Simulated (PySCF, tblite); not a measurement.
# C8H10FGa: geometry, infrared bands and NMR shifts

Wanted: the infrared bands and NMR shifts of C8H10FGa (`C=[CH][GaH][CH2]/C(F)=C\C#CC`), by calculation.

Programs: tblite 0.8.0 and PySCF 2.14.0, with density-fitted response routines of our own. Each step states its level of theory. These are calculated values for one molecule in the gas phase, unless marked as measured. Atoms are numbered from 0 throughout.

## 1. The starting structure

20 atoms, charge 0, multiplicity 1; geometry from: force field or distance geometry start.

Bonds of the start (Å): C0–C1 1.34, C1–Ga2 2.16, Ga2–C3 2.17, C3–C4 1.46, C4–F5 1.36, C4–C6 1.34, C6–C7 1.45, C7–C8 1.22, C8–C9 1.47, C0–H10 1.07, C0–H11 1.08, C1–H12 1.06, Ga2–H13 1.67, C3–H14 1.09, C3–H15 1.12, C6–H16 1.08, C9–H17 1.12, C9–H18 1.11, C9–H19 1.12.

## 2. Optimising the geometry with GFN2-xTB

What the job is given:

```
{"job": {"kind": "relax", "xc": "GFN2-xTB", "basis": "xTB"}, "charge": 0, "multiplicity": 1}
C      4.627400    -0.572600     0.513800
C      3.490300    -0.028300     0.064000
Ga     1.580800    -0.854800     0.654300
C      0.021200    -0.769200    -0.848400
C      0.181900     0.665500    -1.068000
F      1.324600     1.249200    -1.508000
C     -0.895000     1.436000    -0.843600
C     -2.111300     0.807200    -0.376200
C     -3.151000     0.277500    -0.006500
C     -4.411200    -0.348600     0.422900
H      5.551400    -0.133700     0.201800
H      4.658700    -1.426500     1.172000
H      3.517500     0.819300    -0.567600
H      1.253700     0.489800     1.589700
H      0.370000    -1.398700    -1.670200
H     -0.986800    -1.047900    -0.455600
H     -0.866700     2.510400    -0.983300
H     -5.287500     0.081100    -0.124000
H     -4.515500    -0.296200     1.525000
H     -4.357700    -1.448900     0.196300
```

Started as:

```console
$ OMP_NUM_THREADS=1 python probes_run.py task.json out
```

One launch serves the whole session: the jobs run in the order shown.

**Question.** This job is followed by: GFN2-xTB harmonic vibrations, gas phase; GIAO PBE0/pcSseg-1 NMR shielding, non-relativistic, gas phase. What will the session give for the following? strongest single infrared mode (GFN2-xTB); zero-point energy (GFN2-xTB); ¹³C shifts against TMS (PBE0/pcSseg-1); ¹H shifts against TMS (PBE0/pcSseg-1, means over atoms taken as alike); ¹⁹F shifts against CFCl3 (PBE0/pcSseg-1); shieldings of Ga (PBE0/pcSseg-1); surface potential, 1st and 99th percentile.

As calculated:

```
                                                              quantity                                                  value
                             strongest single infrared mode (GFN2-xTB)                                  1556 cm⁻¹, 432 km/mol
                                          zero-point energy (GFN2-xTB)                                          88.2 kcal/mol
                                ¹³C shifts against TMS (PBE0/pcSseg-1)  191.0, 155.1, 149.2, 102.2, 93.1, 79.5, 28.1, 5.9 ppm
¹H shifts against TMS (PBE0/pcSseg-1, means over atoms taken as alike)           7.25, 7.06, 6.56, 5.97, 5.45, 2.88, 2.24 ppm
                              ¹⁹F shifts against CFCl3 (PBE0/pcSseg-1)                                              -80.5 ppm
                                      shieldings of Ga (PBE0/pcSseg-1)                                         Ga2 1300.3 ppm
                                 surface potential, 1st and 99th percentile                                     -0.80 V and 1.29 V
```

In words: Relaxing lowered the energy by 1.570 eV in 148 steps; the close pair that moved most is C1–Ga2, from 2.163 to 2.016 Å. The lowest mode is imaginary (24i cm⁻¹), so the xTB geometry is not a minimum. The strongest single mode, at 1556 cm⁻¹, moves mainly H13. Unscaled tight-binding wavenumbers are off by several per cent, some by more. Its intensities can rank the bands wrongly. At PBE0/pcSseg-1, counted by nearest atom on the grid, the HOMO lies on C8 24 %; C4, C6 about 17 % each, the LUMO on Ga2 36 %; C0 16 %. Spin-orbit coupling is left out, which matters for shieldings and couplings at and beside the heavy atoms.
